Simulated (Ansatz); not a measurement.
# Cu in Ansatz: notebook

The runs below take Cu through relaxation of the atoms, with PBE.

All numbers are computed with Ansatz 0.2.0; they aren't measurements. Logs are shortened: lines on timing, memory, paths and dates and some standing lists are left out, and cuts for length are marked.

## (1) The cell of the first run

The cell holds a slab with vacuum, 6 atoms: a = 2.556 Å, b = 2.556 Å, c = 25.436 Å, α = 90.00°, β = 90.00°, γ = 120.00°.

## (2) Relaxation of the atoms, PBE (the (1 1 1) slab of Cu, cut from the database cell, not relaxed)

Input file input.yaml:

```yaml
crystal:
  lattice:
    - [2.556191014, 0.0, 0.0]
    - [-1.278095507, 2.213726355, 0.0]
    - [0.0, 0.0, 25.4356061156]
  atoms:
    - { symbol: Cu, position: [0.6666666667, 0.3333333333, 0.2948622481] }
    - { symbol: Cu, position: [0.3333333333, 0.6666666667, 0.3769173488] }
    - { symbol: Cu, position: [0.0, 0.0, 0.4589724496] }
    - { symbol: Cu, position: [0.6666666667, 0.3333333333, 0.5410275504] }
    - { symbol: Cu, position: [0.3333333333, 0.6666666667, 0.6230826512] }
    - { symbol: Cu, position: [0.0, 0.0, 0.7051377519] }
hamiltonian:
  xc: pbe
  pseudopotentials: { kind: paw, source: ansatz }
kpoints:
  mp_grid: { grid: [12, 12, 1] }
scf:
  occupations: { method: fermi_dirac, width: 0.05 }
output:
  forces: true
  eigenvalues: true
  write_density: true
  write_potential: true
  elf: true
  volumetric_format: npy
relax:
  f_tol: 0.02
  max_steps: 40
  constraints: [{ sites: [0, 1, 2] }]
efield:
  axis: 3
  dipole_correction: true
  ramp_width: 0.04
```

Potentials or basis: Ansatz PAW earlier set.

Started as:

```console
ansatz run input.yaml --threads 4 --pin off --max-ram 11264MiB --backend cpu --events-out ev --progress --plain --runs-dir out
```

Log:

```text
Warning: RAYON_NUM_THREADS=4 ignored (pool sized by the plan → 4); use --threads N
Engine: ansatz 0.2.0, x86_64-unknown-linux-gnu
Pseudopotentials: kind: paw
Pseudopotential: Cu, paw, valence charge 19, recommended cutoff 700 eV (normal), Cu.paw.azcp
Functional definition: PBE
  parameter kappa = 0.804
  parameter beta = 0.06672455060314922
  exchange = pbe_x(kappa = kappa, mu = beta*pi^2/3)
  correlation = pbe_c(beta = beta)
Crystal: 6 atoms, lattice volume = 143.933 Å³
Basis set: ecut = 700 eV, 6133 PW (Γ), exchange–correlation on 48×48×450 points (8 copies of the dense FFT grid, shifted against one another)
Bands: 69, of which v1, the nominal top of the filled ones, is band 57 counted from 1 (56 counted from 0)
Symmetry: 6 space group operations
k-points: 19 of 144 (time reversal used)
Non-local potential: Cu, projectors of the file, l = 0: 3, l = 1: 3, l = 2: 3, l = 3: 1, l = 4: 1
PAW form: soft (Blöchl's): semilocal exchange-correlation on the pseudo side does not see the compensation charge
PAW one-centre angular grid: Cu, 590 points (default); XC on 64 Gauss nodes
Initial density: superposition of atomic densities (neutral atoms: chi_scale 0, normalization atom)
Initial wavefunctions: pseudopotential atomic-orbital guess
Functional: x = pbe(κ = 0.804, μ = 0.2195149727645171), c = pbe(β = 0.06672455060314922)
SCF iter   1: F=—  HF=-39754.780442 eV  |F-HF|=—  |Δ(HF+E_count)|=         —  Δρ=1.53e-1  dr2=2.43e1  ethr=3.10e-3  p=0.000 e·Å  D=4.36e-13 V/Å  ΔV_dip=-0.00 eV  dr2_dipole=1.56e-6  V_vac-E_F(+/−)=4.35/4.35 eV  ⟨swp⟩=7.3  Hψ=5316  notcnv=0  defer=25
efield: sawtooth ramp at fractional position 0.9800 (placed from the atoms, in the widest stretch of the axis that holds none; the zero of the levels goes with the place), width 0.0400; the density the first Hamiltonian is built on has a dipole p = 0.000 e·Å; the dipole correction subtracts the counter field D = 4.36e-13 V/Å, which shifts the + side's vacuum level by -0.00 eV against the − side's; the planar-averaged density in the ramp window peaks in size at 1.1e-5 e/Å³
[... 61 lines left out ...]
  E_aug_tail   = 0.001691  (compensation charges beyond the density's cutoff)
  E_efield     = 0.000000  (sawtooth field / dipole correction)
  E_vefield    = 0.000087  (∫n·V_field dr)
  E_ewald      = 97080.297934
  E_smearing   = -0.024753  (= −TS)
  E_closure    = -0.000000  (closes the sum)
  Σ components = -39749.844984   (vs F -39749.844984, Δ=0.00e0)
--- Forces (eV/Å), atoms counted from 1 ---
  atom   1  Cu     0.00000000     0.00000000     0.03560941
  atom   2  Cu     0.00000000     0.00000000    -0.02259824
  atom   3  Cu     0.00000000     0.00000000    -0.01306275
  atom   4  Cu     0.00000000    -0.00000000     0.00006192
  atom   5  Cu     0.00000000    -0.00000000    -0.00041446
  atom   6  Cu     0.00000000     0.00000000     0.00042620
  max |Σ_I F_I| component: 2.21e-5 eV/Å
--- Band table (eV; the first three rows and the last of 19) ---
  k-point 0: bands = ["-106.4798", "-106.4751", "-106.4704", "-106.4646", "-106.2428", "-106.2375", "-63.9021", "-63.8786", "-63.8450", "-63.8140", "-63.8031", "-63.8031", "-63.7987", "-63.7987", "-63.7924", "-63.7924", "-63.7855", "-63.7855", "-63.6035", "-63.6035", "-63.5988", "-63.5988", "-63.5630", "-63.5564", "-3.1064", "-2.4789", "-1.4803", "-0.3009", "0.6313", "0.9625", "2.9256", "2.9466", "3.0906", "3.0967", "3.0967", "3.1371", "3.1371", "3.1820", "3.1830", "3.1830", "3.2245", "3.2245", "3.3846", "3.3846", "3.4046", "3.4046", "3.7094", "3.9206", "3.9206", "3.9423", "3.9423", "4.0563", "4.0563", "4.2544", "4.2544", "4.4324", "4.4324", "4.5023", "4.5023", "5.1868", "5.6773", "10.2579", "10.3962", "11.5181", "11.6536", "13.4967", "13.8087", "16.1550", "16.5509"]
  k-point 1: bands = ["-106.4791", "-106.4743", "-106.4698", "-106.4642", "-106.2422", "-106.2368", "-63.9002", "-63.8777", "-63.8455", "-63.8158", "-63.8080", "-63.8047", "-63.8037", "-63.8003", "-63.7971", "-63.7938", "-63.7907", "-63.7866", "-63.6089", "-63.6049", "-63.6043", "-63.6002", "-63.5624", "-63.5558", "-2.8833", "-2.2607", "-1.2709", "-0.1048", "0.8055", "1.1095", "2.8247", "2.8597", "3.0120", "3.0255", "3.0869", "3.1280", "3.1740", "3.1887", "3.2121", "3.2354", "3.2578", "3.2925", "3.3253", "3.3873", "3.4495", "3.4628", "3.4761", "3.8360", "3.8448", "3.9493", "3.9603", "4.0653", "4.0808", "4.1587", "4.2555", "4.2637", "4.4337", "4.5067", "4.6584", "5.6639", "6.2688", "10.4131", "10.6049", "11.6931", "11.8534", "13.7042", "13.9896", "16.3618", "16.7398"]
  k-point 2: bands = ["-106.4771", "-106.4723", "-106.4682", "-106.4629", "-106.2405", "-106.2351", "-63.8949", "-63.8756", "-63.8479", "-63.8257", "-63.8197", "-63.8157", "-63.8089", "-63.8076", "-63.8045", "-63.8041", "-63.7974", "-63.7897", "-63.6237", "-63.6191", "-63.6086", "-63.6040", "-63.5609", "-63.5543", "-2.2304", "-1.6267", "-0.6730", "0.4345", "1.2665", "1.4951", "2.5612", "2.7121", "2.7428", "2.8561", "2.9079", "3.0269", "3.1709", "3.1761", "3.2311", "3.2918", "3.3150", "3.3875", "3.4160", "3.4486", "3.4739", "3.5939", "3.6690", "3.6705", "3.7674", "3.8163", "3.8905", "3.9630", "4.0843", "4.0943", "4.2553", "4.4360", "4.5005", "4.5179", "5.2433", "6.5264", "7.4383", "10.8769", "11.2309", "12.2470", "12.4541", "14.3257", "14.5388", "16.9774", "17.3013"]
  k-point 18: bands = ["-106.4678", "-106.4621", "-106.4598", "-106.4584", "-106.2324", "-106.2271", "-63.8730", "-63.8711", "-63.8701", "-63.8619", "-63.8617", "-63.8596", "-63.8486", "-63.8482", "-63.8390", "-63.8297", "-63.8264", "-63.8253", "-63.6608", "-63.6600", "-63.6561", "-63.6554", "-63.5538", "-63.5472", "2.0918", "2.0952", "2.1064", "2.1854", "2.1990", "2.2056", "2.2214", "2.2628", "2.2825", "2.4550", "2.4717", "2.8599", "2.8627", "2.9126", "2.9952", "3.3050", "3.3094", "3.3533", "3.3592", "3.8033", "3.8039", "3.8251", "3.9603", "3.9635", "4.3329", "4.3337", "4.3716", "4.4318", "4.4319", "4.4510", "9.4405", "9.4415", "9.4462", "9.7918", "9.7990", "10.3360", "10.5149", "11.2664", "11.2668", "11.5503", "12.3704", "12.3782", "13.8682", "13.8715", "14.9496"]
--- Relaxed structure (3 steps of the walk, 3 accepted, 0 SCFs on fresh bases) ---
  F+E_penalty+E_count = -39749.84498383 eV   max|allowed force component| = 4.262e-4 eV/Å
  atoms:
    - { symbol: Cu, position: [0.6666666666666666, 0.3333333333333333, 0.2948622481] }
    - { symbol: Cu, position: [0.3333333333333333, 0.6666666666666666, 0.3769173488] }
    - { symbol: Cu, position: [0.0, 0.0, 0.4589724496] }
    - { symbol: Cu, position: [0.6666666666666666, 0.3333333333333333, 0.5409424726796581] }
    - { symbol: Cu, position: [0.3333333333333333, 0.6666666666666666, 0.6228798652478615] }
    - { symbol: Cu, position: [-1.3458863088527305e-35, 1.739989172569346e-34, 0.7045463881385111] }
```

rho_z.tsv:

```text
# z_ang	rho[e/angstrom^3]
# format = ansatz-planar-average/11
# lattice	2.556191014	0.000000000	0.000000000
# lattice	-1.278095507	2.213726355	0.000000000
# lattice	0.000000000	0.000000000	25.435606116
# sites	6
# site	29	1.278095507	0.737908785	7.500000001
# site	29	0.000000000	1.475817570	9.587121222
# site	29	0.000000000	0.000000000	11.674242446
# site	29	1.278095507	0.737908785	13.759199666
# site	29	0.000000000	1.475817570	15.843326910
# site	29	-0.000000000	0.000000000	17.920564419
0.000000	-1.161554e-5
0.113047	1.171258e-5
0.226094	-1.165629e-5
0.339141	1.156564e-5
0.452189	-1.130444e-5
0.565236	1.105603e-5
[... 217 lines left out ...]
25.209512	-1.120443e-5
25.322559	1.148347e-5
```

Wall time 16 s (4 threads of AMD EPYC 9R45 (Zen 5), shared host); peak memory 1 GiB.

Results:

| Property | Result |
| --- | --- |
| Free energy | -39749.8450 eV |
| Energy gained by relaxing | 0.0 meV/atom |
| Ionic steps | 3 |
| Largest force after relaxing | 0.036 eV/Å |
| Band gap on the k mesh | none (metal or under the smearing width) |
| Work function of the upper face | 4.68 eV |
| Work function of the lower face | 4.69 eV |
| Dipole across the slab | 0.000 e·Å |

Forces on the atoms (eV/Å):
```
Cu   0.000  0.000  0.036
Cu   0.000  0.000 -0.023
Cu   0.000  0.000 -0.013
Cu   0.000  0.000  0.000
Cu   0.000  0.000  0.000
Cu   0.000  0.000  0.000
```

The path:
| step | energy change (eV) | largest force (eV/Å) |
| --- | --- | --- |
| 1 | 0.0000 | 0.0356 |
| 2 | -0.0001 | 0.0356 |
| 3 | -0.0002 | 0.0356 |

Final structure:
```
Cu
1.0
     2.55619    0.00000    0.00000
    -1.27810    2.21373    0.00000
     0.00000    0.00000   25.43561
Cu
6
Direct
  0.66667 0.33333 0.29486
  0.33333 0.66667 0.37692
  0.00000 0.00000 0.45897
  0.66667 0.33333 0.54094
  0.33333 0.66667 0.62288
  0.00000 0.00000 0.70455
```

## (3) Relaxation of the atoms, PBE (the (1 1 1) slab of Cu, cut from the database cell, not relaxed)

Changes to input.yaml since step 2:

```diff
@@ -14,3 +14,3 @@
   xc: pbe
-  pseudopotentials: { kind: paw, source: ansatz }
+  pseudopotentials: { kind: nc }
 kpoints:
@@ -22,6 +22,2 @@
   eigenvalues: true
-  write_density: true
-  write_potential: true
-  elf: true
-  volumetric_format: npy
 relax:
```

Potentials or basis: Ansatz NC.

Started as:

```console
ansatz run input.yaml --threads 4 --pin off --max-ram 11264MiB --backend cpu --events-out ev --progress --plain --runs-dir out
```

Wall time 24 s (4 threads of AMD EPYC 9R45 (Zen 5), shared host); peak memory 1.6 GiB.

Results (log left out):

| Property | Result |
| --- | --- |
| Free energy | -30980.9135 eV |
| Energy gained by relaxing | 0.0 meV/atom |
| Ionic steps | 3 |
| Largest force after relaxing | 0.035 eV/Å |
| Band gap on the k mesh | none (metal or under the smearing width) |
| Work function of the upper face | 4.69 eV |
| Work function of the lower face | 4.69 eV |
| Dipole across the slab | 0.000 e·Å |

Forces on the atoms (eV/Å):
```
Cu   0.000  0.000  0.035
Cu   0.000  0.000 -0.023
Cu   0.000  0.000 -0.011
Cu   0.000  0.000  0.000
Cu   0.000  0.000  0.000
Cu   0.000  0.000  0.000
```

Step by step:
| step | energy change (eV) | largest force (eV/Å) |
| --- | --- | --- |
| 1 | 0.0000 | 0.0345 |
| 2 | -0.0001 | 0.0345 |
| 3 | -0.0002 | 0.0345 |

Final structure:
```yaml
crystal:
  lattice:
    - [2.55619, 0.00000, 0.00000]
    - [-1.27810, 2.21373, 0.00000]
    - [0.00000, 0.00000, 25.43561]
  atoms:
    - { symbol: Cu, position: [0.66667, 0.33333, 0.29486] }
    - { symbol: Cu, position: [0.33333, 0.66667, 0.37692] }
    - { symbol: Cu, position: [0.00000, 0.00000, 0.45897] }
    - { symbol: Cu, position: [0.66667, 0.33333, 0.54096] }
    - { symbol: Cu, position: [0.33333, 0.66667, 0.62291] }
    - { symbol: Cu, position: [0.00000, 0.00000, 0.70459] }
```

Levels at points of the mesh, in eV from the Fermi level:
```
            k point  band 53  band 54  band 55  band 56  band 57  band 58  band 59  band 60  band 61  band 62
 (0.00, 0.00, 0.00)    -2.07    -1.87    -1.87    -1.69    -1.69    -1.62    -1.62    -0.94    -0.46     4.13
(0.00, -0.50, 0.00)    -1.40    -1.40    -0.58     0.20     0.78     1.13     1.37     1.44     3.97     4.61
```
